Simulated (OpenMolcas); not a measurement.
**Si: a chain of runs**

We compute a series of 9 runs (ROHF/def2-SVP, CASSCF(4,4)/def2-SVP, CASPT2(4,4)/def2-SVP, CASPT2[IPEA 0](4,4)/def2-SVP, SC-NEVPT2(4,4)/def2-SVP, PC-NEVPT2(4,4)/def2-SVP, MC-PDFT[tPBE](4,4)/def2-SVP, MC-PDFT[ftPBE](4,4)/def2-SVP, and more) of Si. 

The results are computed with OpenMolcas 26.06.

70 further runs of the same task are left out: 70 set aside as unsound or not needed.

## 1. A single-point energy at ROHF/def2-SVP (run 1)

step1.inp

```
&GATEWAY
BasLib = $CurrDir
Coord
1
angstrom
Si       0.000000       0.000000       0.000000
Basis = def2-SVP
Group = NoSym
&SEWARD
&SCF
UHF
Spin = 3
PrOrbitals = 1 1
&RASSCF
FileOrb = $Project.UnaOrb
Spin = 3
Nactel = 2 0 0
Inactive = 6
Ras2 = 2
OutOrbitals = Canonical
OrbListing = NoCore
```

The basis set def2-SVP is read from a file made from the Basis Set Exchange's data (not shown).

Command:

```
$ export MOLCAS_MEM=1860
$ pymolcas step1.inp > step1.log
```

The log of the run:

```text
--- Start Module: gateway ---

                                              &GATEWAY

                       available to each process: 1.9 GB of memory, 1 thread

 Basis Set     1 Label: SI.DEF2-SVP
 Basis set is read from library:.
 basistype.tbl is not found

++    Symmetry information:
      ---------------------

                    Character Table for C1

                             E
                    a        1  x, y, xy, Rz, z, xz, Ry, yz, Rx, I
--

++    Basis set information:
      ----------------------

      Basis set label: SI.DEF2-SVP.........

      Electronic valence basis set:
      ------------------
      Associated Effective Charge  14.000000 au
      Associated Actual Charge     14.000000 au
      Nuclear Model: Point charge

      Shell  nPrim  nBasis  Cartesian Spherical Contaminant
         s      10       4        X
         p       7       3        X
         d       1       1                 X
--

++    Molecular structure info:
      -------------------------

                    ************************************************
                    **** Cartesian Coordinates / bohr, angstrom ****
                    ************************************************

     Center  Label                x              y              z                     x              y              z
        1      SI1              0.000000       0.000000       0.000000              0.000000       0.000000       0.000000
--

            Nuclear Potential Energy              0.00000000 au

--- Stop Module: gateway /rc=_RC_ALL_IS_WELL_ ---

--- Start Module: seward ---

                                              &SEWARD

                       available to each process: 1.9 GB of memory, 1 thread

               SEWARD will generate:
                  Multipole Moment integrals up to order  2
                  Kinetic Energy integrals
                  Nuclear Attraction integrals (point charge)
                  One-Electron Hamiltonian integrals
                  Velocity integrals
                  Orbital angular momentum around (  0.0000   0.0000   0.0000 )
                  Velocity quadrupole around (  0.0000   0.0000   0.0000 )
                  Two-Electron Repulsion integrals

                   Integrals are discarded if absolute value <: 1.00E-14
                   Integral cutoff threshold is set to       <: 1.00E-16

            Nuclear Potential Energy              0.00000000 au

      Basis set specifications :
      Symmetry species         a
      Basis functions           18

--- Stop Module: seward /rc=_RC_ALL_IS_WELL_ ---
--- Module seward spent 1 second ---

--- Start Module: scf ---

                                                &SCF

                       available to each process: 1.9 GB of memory, 1 thread

++    Input section:
      --------------

      Header of the integral files:

      Cartesian coordinates in angstrom:
      -----------------------------------------------------
      No.  Label        X            Y            Z
      -----------------------------------------------------
       1   SI1        0.00000000   0.00000000   0.00000000
      -----------------------------------------------------
      Nuclear repulsion energy =    0.00000000
--

++    Orbital specifications:
      -----------------------

      Symmetry species               1
                                     a
      Frozen orbitals                0
      Start temperature = 0.500
      End temperature   = 0.010
      Temperature Factor= 0.460
      Deleted orbitals               0
      Total number of orbitals      18
      Number of basis functions     18
--

      Molecular charge                           0.000

++    Optimization specifications:
      ----------------------------

      SCF Algorithm: Conventional USCF
      D(i)-D(i-1) density differences are used
      Number of density matrices in core                 5
      Maximum number of NDDO SCF iterations            400
      Maximum number of HF SCF iterations              400
      Threshold for SCF energy change             1.00E-09
      Threshold for density matrix                1.00E-04
      Threshold for Fock matrix                   1.50E-04
      Threshold for linear dependence             1.00E-09
      Threshold at which DIIS is turned on        1.50E-01
      Maximum depth in the DIIS procedure                5
      Maximum depth in the BFGS Hessian update          30
      Threshold at which QNR/C2DIIS is turned on  7.50E-02
      Threshold for Norm(delta) (QNR/C2DIIS)      1.00E-03
      All orbitals punched on: UHFORB
--

      Input vectors read from INPORB
      Orbital file label: *Guess orbitals

++ Convergence information
                               UHF SCF        iterations: Energy and convergence statistics

Iter     Tot. SCF        One-elec.       Two-elec.     Energy      Max Dij or  Max Fij      DNorm      TNorm      AccCon     Time
         Energy          Energy          Energy        Change      Delta Norm                                                in Sec.
   1  -288.275304962  -400.047857743   111.772552780   0.00E+00    6.63E-02*   9.19E-02*    5.33E+00   5.35E+01   None         0.
   2  -287.976375649  -399.027046694   111.050671046   2.99E-01*   6.63E-02*   1.03E-14     1.99E+00   5.33E+01   EDIIS        0.
   3  -288.456679931  -399.642735157   111.186055226  -4.80E-01*   3.27E-02*   1.73E-02*    6.53E-01   5.34E+01   EDIIS        0.
[... 10 lines of this table left out ...]
  14  -288.752780072  -400.474493528   111.721713456  -1.78E-03*   1.59E-02*   9.13E-03*    1.04E-01   5.36E+01   EDIIS        0.

[... 10 lines left out ...]
       Convergence after  19 Iterations
[... 3 lines left out ...]
 *                                             SCF/KS-DFT Program, Final results                                             *
 *                                                       Final Results                                                       *
[... 68 lines left out ...]
      Title: Natural orbitals
[... 18 lines left out ...]
      Dipole Moment (debye):
[... 31 lines left out ...]
      Nuclear repulsion energy =    0.00000000
[... 44 lines left out ...]
++    Optimization specifications:
      ----------------------------

      RASSCF algorithm: Conventional
      Maximum number of macro iterations       200
      Maximum number of SX iterations          100
      Threshold for RASSCF energy            1.000E-08
      Threshold for max MO rotation          1.000E-01
      Threshold for max BLB element          1.000E-04
      Level shift parameter                  5.000E-01
      Make Quasi-Newton update
--

      The MO-coefficients are taken from the file:
      step1.UnaOrb
      Title:UHF natural orbitals

      Total molecular charge    0.00

      ************************************************************************************************************************
      *                                            Wave function control section                                             *
      ************************************************************************************************************************

                                         RASSCF iterations: Energy and convergence statistics
                                         ----------------------------------------------------

          iter iter root      energy       change     param      element    value   shift minimum  type update hh:mm:ss
 Nr of preliminary CI iterations:   1
        1   1    4    1  -288.74979894    0.00E+00   1.64E-03    6   9 1  5.02E-03*  0.33   0.00    SX    NO    0:00:00
        2   1    4    1  -288.74981615   -1.72E-05* -6.47E-04    6   9 1  1.98E-03*  0.33   0.00    SX    NO    0:00:00
        3   1    4    1  -288.74981867   -2.52E-06* -2.55E-04    6   9 1  7.80E-04*  0.33   0.00    SX    NO    0:00:00
        4   1    4    1  -288.74981907   -4.01E-07* -1.01E-04    6   9 1  3.08E-04*  0.33   0.00    SX    NO    0:00:00
        5   1    3    1  -288.74981914   -6.81E-08*  7.30E-05    6   9 1  1.21E-04*  0.33   1.73    LS   YES    0:00:00
        6   1    3    1  -288.74981915   -1.47E-08*  1.31E-05    6  13 1 -2.92E-05   0.33   1.00    QN   YES    0:00:00
        7   1    3    1  -288.74981915   -6.53E-10   1.08E-05    6  13 1 -1.28E-05   0.33   1.83    QN   YES    0:00:00
      Convergence after  7 iterations
        8   1    3    1  -288.74981915   -1.79E-10   1.08E-05    6   9 1 -7.03E-07   0.33   1.83    QN   YES    0:00:00

      ************************************************************************************************************************
                                                      Wave function printout:
                       occupation of active orbitals, and spin coupling of open shells (u,d: Spin up or down)
      ************************************************************************************************************************

      Note: transformation to natural orbitals
      has been made, which may change the order of the CSFs.

      printout of CI-coefficients larger than  0.05 for root  1
      energy=    -288.749819
      conf/sym  11     Coeff  Weight
             1  uu   1.00000 1.00000

      Natural orbitals and occupation numbers for root  1
      sym 1:   1.000000   1.000000

      ************************************************************************************************************************
      *                                                    Final results                                                     *
      ************************************************************************************************************************

++    Final optimization conditions:
      ------------------------------

      Average CI energy                            -288.74981915
      RASSCF energy for state  1                   -288.74981915
      Super-CI energy                                -0.00000000
      RASSCF energy change                           -0.00000000
      Max change in MO coefficients              -2.143E-05
      Max non-diagonal density matrix element     1.076E-05
      Maximum BLB matrix element                 -7.028E-07
      (orbital pair   6,   9 in symmetry   1)
      Norm of electronic gradient            1.172E-06
--

      Final state energy(ies):
      ------------------------

::    RASSCF root number  1 Total energy:   -288.74981915

++    Molecular orbitals:
      -------------------

      All orbitals are eigenfunctions of the PT2 Fock matrix

      Molecular orbitals for symmetry species 1: a

      Orbital                 1         2         3         4         5         6         7         8         9
      Energy           -68.7765   -6.1474   -4.2523   -4.2499   -4.2499   -0.5333   -0.1051   -0.1051    0.0170

     1 SI1    1s         0.9950    0.2948    0.0000   -0.0000   -0.0000   -0.0708    0.0000    0.0000    0.0000
[... 16 lines of this table left out ...]
    18 SI1    3d2+      -0.0000    0.0000    0.0000   -0.0000    0.0000   -0.0000    0.0000    0.0000   -0.0000
--

      Von Neumann Entropy (Root   1) =  1.00000

      Mulliken population analysis for root number:  1
      -----------------------------------------------

++    Molecular charges:
      ------------------

      Mulliken charges per centre and basis function type
      ---------------------------------------------------

                SI1
      1s       6.0000
      2px      2.9570
      2pz      2.1002
      2py      2.9428
      3d2+     0.0000
      3d1+     0.0000
      3d0      0.0000
      3d1-     0.0000
      3d2-     0.0000
      Total   14.0000

      N-E     -0.0000

      Total electronic charge=   14.000000

      Total            charge=   -0.000000
--

      Expectation values of various properties for root number:  1
      -----------------------------------------------------------

++    Molecular properties:
      ---------------------

      Charge (e):
                      =   -0.0000
      Dipole Moment (debye):
      Origin of the operator (angstrom)=    0.0000    0.0000    0.0000
                   X=  4.3230E-16               Y=  7.4237E-16               Z=  4.7805E-16           Total=  9.8312E-16
      Quadrupole Moment (debye*angstrom):
      Origin of the operator (angstrom)=    0.0000    0.0000    0.0000
                  XX= -1.5495E+01              XY= -2.2995E-01              XZ=  9.1177E-01              YY= -1.5429E+01
                  YZ= -1.0519E+00              ZZ= -1.1524E+01
      In traceless form (debye*angstrom)
                  XX= -2.0188E+00              XY= -3.4493E-01              XZ=  1.3677E+00              YY= -1.9198E+00
                  YZ= -1.5779E+00              ZZ=  3.9386E+00
--

      Mulliken spin population analysis for root number:  1
      ---------------------------------------------------

++    Molecular charges:
      ------------------

      Mulliken spin population per centre and basis function type
      ---------------------------------------------------

                SI1
      1s       0.0000
      2px      0.9570
      2pz      0.1002
      2py      0.9428
      3d2+     0.0000
      3d1+     0.0000
      3d0      0.0000
      3d1-     0.0000
      3d2-     0.0000
      Total    2.0000

      Total electronic spin=    2.000000
--

      Canonical orbitals are written to the RASORB file
      Natural orbitals for root   1 are written to the RASORB.1 file
      Spin density orbitals for root   1 are written to the SPDORB.1 file

--- Stop Module: rasscf /rc=_RC_ALL_IS_WELL_ ---

.##################.
.# Happy landing! #.
.##################.

    Timing: Wall=3.61 User=2.74 System=0.75
```

Wall time 4.2 s (1 thread of AMD EPYC 7R43 (Zen 3), shared host); peak memory 0.37 GiB.

## 2. The Si atom: a single-point energy at CASSCF(4,4)/def2-SVP (run 2)

step2.inp

```
>>> EXPORT MOLCAS_PRINT=2

&GATEWAY
  BasLib=$CurrDir
  Coord
  1
  angstrom
  Si       0.000000       0.000000       0.000000
  Basis=def2-SVP
  Group=NoSym

&SEWARD

&RASSCF
  FileOrb=$CurrDir/step1.RasOrb
  Spin=3
  Nactel=4 0 0
  Inactive=5
  Ras2=4
  OrbListing=NoCore
  OrbAppear=Compact
```

The basis set def2-SVP is read from a file made from the Basis Set Exchange's data (not shown).

Run the same way, it converges to -288.76293 Eh (log not shown).

Runs 3 to 6 aren't shown in full; the table further down has their settings and results.

## 3. The Si atom: a single-point energy at MC-PDFT[tPBE](4,4)/def2-SVP (run 7)

step7.inp

```
* Si MC-PDFT
>>> EXPORT MOLCAS_PRINT=2
&GATEWAY
BasLib
$CurrDir
Coord
1
angstrom
Si       0.000000       0.000000       0.000000
Basis
def2-SVP
Group
NoSym
&SEWARD
&RASSCF
FileOrb
$CurrDir/step2.RasOrb
Spin
3
Nactel
4 0 0
Inactive
5
Ras2
4
OrbListing
NoCore
OrbAppear
Compact
&MCPDFT
KSDFT
T:PBE
```

The basis set def2-SVP is read from a file made from the Basis Set Exchange's data (not shown).

Run the same way, it converges to -289.11839 Eh (log not shown).

Run 8 isn't shown in full; the table further down has it.

## 4. The Si atom: the energy at MRCI(4,4)/def2-SVP (run 9)

step9.inp

```
>>> EXPORT MOLCAS_PRINT=2

&GATEWAY
  BasLib=$CurrDir
  Coord
  1
  angstrom
  Si       0.000000       0.000000       0.000000
  Basis=def2-SVP
  Group=NoSym

&SEWARD

&RASSCF
  FileOrb=$CurrDir/step2.RasOrb
  Spin=3
  Nactel=4 0 0
  Inactive=5
  Ras2=4
  OrbListing=NoCore
  OrbAppear=Compact

&MOTRA
  LumOrb
  Frozen=5

&GUGA
  Electrons=4
  Spin=3
  Inactive=0
  Active=4
  CIAll=1

&MRCI
  SDCI
```

The basis set def2-SVP is read from a file made from the Basis Set Exchange's data (not shown).

Run the same way, it converges to -288.81516 Eh (log not shown).

## 5. The series

```csv
run,level,active rule,inactive,energy (Eh),dipole moment (D) of the reference,wall time
1,ROHF/def2-SVP,–,–,-288.749819,0.00,4.2 s
2,"CASSCF(4,4)/def2-SVP",full valence,5,-288.762931,0.00,2.7 s
3,"CASPT2(4,4)/def2-SVP",full valence,5,-288.799603,0.00,2.7 s
4,"CASPT2[IPEA 0](4,4)/def2-SVP",full valence,5,-288.806299,0.00,2.7 s
5,"SC-NEVPT2(4,4)/def2-SVP",full valence,5,-288.802254,0.00,2.9 s
6,"PC-NEVPT2(4,4)/def2-SVP",full valence,5,-288.802372,0.00,2.7 s
7,"MC-PDFT[tPBE](4,4)/def2-SVP",full valence,5,-289.118385,0.00,3 s
8,"MC-PDFT[ftPBE](4,4)/def2-SVP",full valence,5,-289.183402,0.00,2.9 s
9,"MRCI(4,4)/def2-SVP",full valence,5,-288.815157,0.00,3.3 s
```

## 6. Summary of results

```
                                      quantity          value
                  Si atom, run 9: total energy  -288.81516 Eh
Si atom, run 9: dipole moment (CASSCF density)         0.00 D
```

Below the ROHF energy at the same shape and in the same basis (def2-SVP): CASSCF(4,4) -13.1 mEh; CASPT2(4,4) -49.8 mEh; CASPT2[IPEA 0](4,4) -56.5 mEh; SC-NEVPT2(4,4) -52.4 mEh; PC-NEVPT2(4,4) -52.6 mEh; MRCI(4,4) -65.3 mEh. Active-space methods hold only the correlation inside their space unless a perturbation or CI step follows. All runs together took 27 s, the longest 4.2 s.
